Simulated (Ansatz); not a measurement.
# H8HfN4: the cost of one run

Method: RKS B3LYP-D4/def2-SVP, in Ansatz 0.2.0.

### 1 Starting point

Bond lengths: Hf1–N2 2.210 Å, N2–H3 1.060 Å, N2–H4 1.060 Å, Hf1–N5 2.210 Å, N5–H6 1.060 Å, N5–H7 1.060 Å, Hf1–N8 2.208 Å, N8–H9 1.060 Å, N8–H10 1.060 Å, Hf1–N11 2.208 Å, N11–H12 1.060 Å, N11–H13 1.060 Å. Angles (14 of 18 angles, heavy atoms first): N2–Hf1–N5 109.4°, N2–Hf1–N8 109.5°, N2–Hf1–N11 109.5°, N5–Hf1–N8 109.5°, N5–Hf1–N11 109.5°, N8–Hf1–N11 109.5°, Hf1–N2–H3 120.0°, Hf1–N2–H4 120.0°, Hf1–N5–H6 120.0°, Hf1–N5–H7 120.0°, Hf1–N8–H9 120.0°, Hf1–N8–H10 120.0°, Hf1–N11–H12 120.0°, Hf1–N11–H13 120.0°.

Structure file:

```xyz
13

Hf    0.0000    0.0000    0.0000
N     0.0000    0.0000    2.2100
H    -0.8770   -0.2713    2.7400
H     0.8770    0.2713    2.7400
N     2.0840    0.0000   -0.7359
H     2.5823   -0.9180   -0.9166
H     2.5853    0.9180   -0.9082
N    -1.0409    1.8034   -0.7359
H    -2.0610    1.7482   -1.0186
H    -0.5204    2.7241   -0.8065
N    -1.0409   -1.8034   -0.7359
H    -1.5759   -2.4197   -0.0595
H    -1.0055   -2.0526   -1.7656
```

### 2 Preparing the start

input.yaml reads:

```yaml
crystal:
  periodic: [false, false, false]
  atoms:
    - { symbol: Hf, position_ang: [0.0, 0.0, 0.0] }
    - { symbol: "N", position_ang: [0.0, 0.0, 2.21] }
    - { symbol: H, position_ang: [-0.877, -0.2713, 2.74] }
    - { symbol: H, position_ang: [0.877, 0.2713, 2.74] }
    - { symbol: "N", position_ang: [2.084, 0.0, -0.7359] }
    - { symbol: H, position_ang: [2.5823, -0.918, -0.9166] }
    - { symbol: H, position_ang: [2.5853, 0.918, -0.9082] }
    - { symbol: "N", position_ang: [-1.0409, 1.8034, -0.7359] }
    - { symbol: H, position_ang: [-2.061, 1.7482, -1.0186] }
    - { symbol: H, position_ang: [-0.5204, 2.7241, -0.8065] }
    - { symbol: "N", position_ang: [-1.0409, -1.8034, -0.7359] }
    - { symbol: H, position_ang: [-1.5759, -2.4197, -0.0595] }
    - { symbol: H, position_ang: [-1.0055, -2.0526, -1.7656] }
basis:
  gaussian: { orbitals: def2-SVP }
hamiltonian:
  xc: b3lyp
  dispersion: d4
relax:
  f_tol: 0.02
  max_steps: 40
```

Started as:

```sh
> ansatz run input.yaml --threads 2 --pin off --max-ram 3072MiB --backend cpu --events-out ev --progress --plain --runs-dir out
```

**Question.** How long does this run take on 2 threads of Intel Xeon 6975P-C (Granite Rapids), shared host, and how much memory does it need?

About 30 s, with a peak of 0.34 GiB.
